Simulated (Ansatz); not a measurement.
# C3H4AlF: how energies converge with the basis set

One table from this session's results is given with a row withheld; the runs are named, their logs left out.

Computed with Ansatz 0.2.0, Gaussian basis. Level: one geometry, several basis sets.

The runs, in order: PBE0-D4/def2-SVP; ωB97M-V/def2-SVP; PBE0-D4/def2-QZVPP; ωB97M-V/def2-QZVPP; the functionals' def2-TZVPP values are taken from earlier runs.

## The geometry

All runs share one geometry, relaxed beforehand with PBE0-D4 in a triple-zeta def2 set.

SMILES `FC[C]1=[CH][AlH]1`, 9 atoms, charge 0, spin multiplicity 1.

Atoms are counted from 1 here; the program's logs count them from 0.

Bond lengths: F1–C2 1.384 Å, C2–C3 1.474 Å, C2–H6 1.096 Å, C2–H7 1.096 Å, C3–C4 1.369 Å, C3–Al5 1.857 Å, C4–Al5 1.848 Å, C4–H8 1.090 Å, Al5–H9 1.568 Å. Angles: F1–C2–C3 112.1°, F1–C2–H6 107.5°, F1–C2–H7 107.5°, C3–C2–H6 110.6°, C3–C2–H7 110.6°, H6–C2–H7 108.4°, C2–C3–C4 130.0°, C2–C3–Al5 162.0°, C4–C3–Al5 67.9°, C3–C4–Al5 68.7°, C3–C4–H8 127.5°, Al5–C4–H8 163.8°, C3–Al5–C4 43.4°, C3–Al5–H9 157.9°, C4–Al5–H9 158.7°.

The first run:

Input file in.yaml:

```yaml
crystal:
  periodic: [false, false, false]
  atoms:
    - {symbol: F, position_ang: [0.821260, 1.103665, -1.886719]}
    - {symbol: C, position_ang: [0.933234, 0.031945, -1.017958]}
    - {symbol: C, position_ang: [-0.092256, 0.067732, 0.040244]}
    - {symbol: C, position_ang: [-0.321398, -0.800087, 1.074570]}
    - {symbol: Al, position_ang: [-1.530776, 0.596766, 1.089405]}
    - {symbol: H, position_ang: [1.938599, 0.064825, -0.582109]}
    - {symbol: H, position_ang: [0.843222, -0.884756, -1.612370]}
    - {symbol: H, position_ang: [0.230895, -1.708446, 1.314065]}
    - {symbol: H, position_ang: [-2.734379, 1.481955, 1.563671]}
basis:
  gaussian: {orbitals: def2-SVP}
hamiltonian: {xc: pbe0, dispersion: d4}
output: {orbitals: {seedname: orbitals}}
```

Started as:

```bash
ansatz run in.yaml --threads 2 --pin off --events-out ev --progress --plain --max-ram 4352MiB
```

Steps of the session up to this table: PBE0-D4 in def2-SVP; ωB97M-V in def2-SVP; PBE0-D4 in def2-QZVPP; ωB97M-V in def2-QZVPP.

One of the session's tables, all rows but one given; the rest of the session is left out.

It belongs to the step «Density functionals: the series». 

| functional | basis | HOMO (eV) |
| --- | --- | --- |
| PBE0-D4 | def2-SVP | -6.67 |
| PBE0-D4 | def2-TZVPP | -6.70 |
| PBE0-D4 | def2-QZVPP | -6.72 |
| ωB97M-V | def2-SVP | ? |
| ωB97M-V | def2-TZVPP | -8.87 |
| ωB97M-V | def2-QZVPP | -8.89 |

**Question.** Estimate the row for ωB97M-V, def2-SVP.

As computed: HOMO (eV): -8.81. In the column «HOMO (eV)» it lies between ωB97M-V, def2-TZVPP (-8.87) and PBE0-D4, def2-QZVPP (-6.72).
